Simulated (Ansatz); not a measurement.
# SnSe2 (1T): the cost of one run

Computed with Ansatz 0.2.0 (DFT LDA, scalar-relativistic, plane waves, PAW, unless a step's input says otherwise).

### Step 1. Starting point

It takes space group P-3m1 (No. 164, trigonal). Conventional cell: a = 3.811 Å, b = 3.811 Å, c = 6.137 Å, α = 90.00°, β = 90.00°, γ = 120.00°. Around Sn (site symmetry -3m) lie 6 Se at 2.68 Å. Around Se (site symmetry 3m) lie 3 Sn at 2.68 Å.

Coordinates:

```
Sn Se
1.0
     3.81100    0.00000    0.00000
    -1.90550    3.30042    0.00000
     0.00000    0.00000    6.13700
Sn Se
1 2
Direct
  0.00000 0.00000 0.00000
  0.33333 0.66667 0.25000
  0.66667 0.33333 0.75000
```

### Step 2. Relaxing cell and atoms: SnSe2 (1T), no spin, 20 GPa

Input file input.yaml:

```yaml
crystal:
  lattice:
    - [3.811, 0.0, 0.0]
    - [-1.9055, 3.3004228138, 0.0]
    - [0.0, 0.0, 6.137]
  atoms:
    - { symbol: Sn, position: [0.0, 0.0, 0.0] }
    - { symbol: Se, position: [0.3333333333, 0.6666666667, 0.25] }
    - { symbol: Se, position: [0.6666666667, 0.3333333333, 0.75] }
scf:
  occupations: { method: gaussian, width: 0.05 }
output:
  forces: true
  stress: true
  eigenvalues: true
  write_density: true
  write_potential: true
  elf: true
  volumetric_format: npy
hamiltonian:
  xc: lda
basis:
  ecutwfc: 500
kpoints:
  mp_grid: { grid: [18, 18, 10] }
relax:
  f_tol: 0.002
  max_steps: 60
  cell: { stress_tol: 0.02, p_target: 20 }
```

Command:

```sh
> ansatz run input.yaml --threads 2 --pin off --max-ram 6144MiB --backend cpu --events-out ev --progress --plain --runs-dir out
```

What time and memory should one allow on 2 threads of Arm Neoverse V1, shared host?

About 4.1 min, with a peak of 0.91 GiB.
